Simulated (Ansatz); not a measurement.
# Li3SbS3: the cost of one run

All numbers below are computed with Ansatz 0.2.0 (DFT PBE+D3(BJ), plane waves, PAW, scalar-relativistic, no spin polarisation).

## Step 1: The starting structure

The cell holds 28 atoms (Li12S12Sb4): a = 8.042 Å, b = 6.855 Å, c = 10.206 Å, α = 90.00°, β = 90.00°, γ = 90.00°.

Its coordinates follow in the input file.

## Step 2: Run 1

270 steps of 1.5 fs under a Langevin thermostat at 1500 K.

Contents of input.yaml:

```yaml
accuracy: low
crystal:
  lattice:
    - [8.041513, 0.0, 0.0]
    - [0.0, 6.855237, 0.0]
    - [0.0, 0.0, 10.205751]
  atoms:
    - { symbol: Li, position: [0.5580117, 0.5418648, 0.7253977] }
    - { symbol: Li, position: [0.4419883, 0.4581352, 0.2253977] }
    - { symbol: Li, position: [0.9419883, 0.0418648, 0.2253977] }
    - { symbol: Li, position: [0.0580117, 0.9581352, 0.7253977] }
    - { symbol: Li, position: [0.410965, 0.1545849, 0.6822111] }
    - { symbol: Li, position: [0.589035, 0.8454151, 0.1822111] }
    - { symbol: Li, position: [0.089035, 0.6545849, 0.1822111] }
    - { symbol: Li, position: [0.910965, 0.3454151, 0.6822111] }
    - { symbol: Li, position: [0.2578782, 0.1260448, 0.3847148] }
    - { symbol: Li, position: [0.7421218, 0.8739552, 0.8847148] }
    - { symbol: Li, position: [0.2421218, 0.6260448, 0.8847148] }
    - { symbol: Li, position: [0.7578782, 0.3739552, 0.3847148] }
    - { symbol: Sb, position: [0.2347547, 0.6060156, 0.4999379] }
    - { symbol: Sb, position: [0.7652453, 0.3939844, 0.9999379] }
    - { symbol: Sb, position: [0.2652453, 0.1060156, 0.9999379] }
    - { symbol: Sb, position: [0.7347547, 0.8939844, 0.4999379] }
    - { symbol: S, position: [0.3379923, 0.8048642, 0.6838157] }
    - { symbol: S, position: [0.6620077, 0.1951358, 0.1838157] }
    - { symbol: S, position: [0.1620077, 0.3048642, 0.1838157] }
    - { symbol: S, position: [0.8379923, 0.6951358, 0.6838157] }
    - { symbol: S, position: [0.4643188, 0.3636272, 0.4916584] }
    - { symbol: S, position: [0.5356812, 0.6363728, 0.9916584] }
    - { symbol: S, position: [0.0356812, 0.8636272, 0.9916584] }
    - { symbol: S, position: [0.9643188, 0.1363728, 0.4916584] }
    - { symbol: S, position: [0.321866, 0.7974006, 0.3065644] }
    - { symbol: S, position: [0.678134, 0.2025994, 0.8065644] }
    - { symbol: S, position: [0.178134, 0.2974006, 0.8065644] }
    - { symbol: S, position: [0.821866, 0.7025994, 0.3065644] }
basis:
  ecutwfc: 420.0
kpoints:
  mp_grid: { grid: [1, 1, 1] }
hamiltonian:
  xc: pbe
  dispersion: d3bj
scf:
  occupations: { method: fermi_dirac, width: 0.05 }
  lower_state_search: "off"
md:
  timestep: 1.5
  n_steps: 270
  ensemble: nvt_langevin
  temperature: 1500.0
  initial_velocities: maxwell_boltzmann
  seed: 948331
  friction: 0.005
```

Started as:

```sh
$ ansatz run input.yaml --threads 1 --pin off --max-ram 3072MiB --backend cpu --events-out ev --progress --plain --runs-dir out
```

Q: Estimate wall time and peak memory on 1 thread of Arm Neoverse V2, shared host.

About 12 min, with a peak of 0.6 GiB.
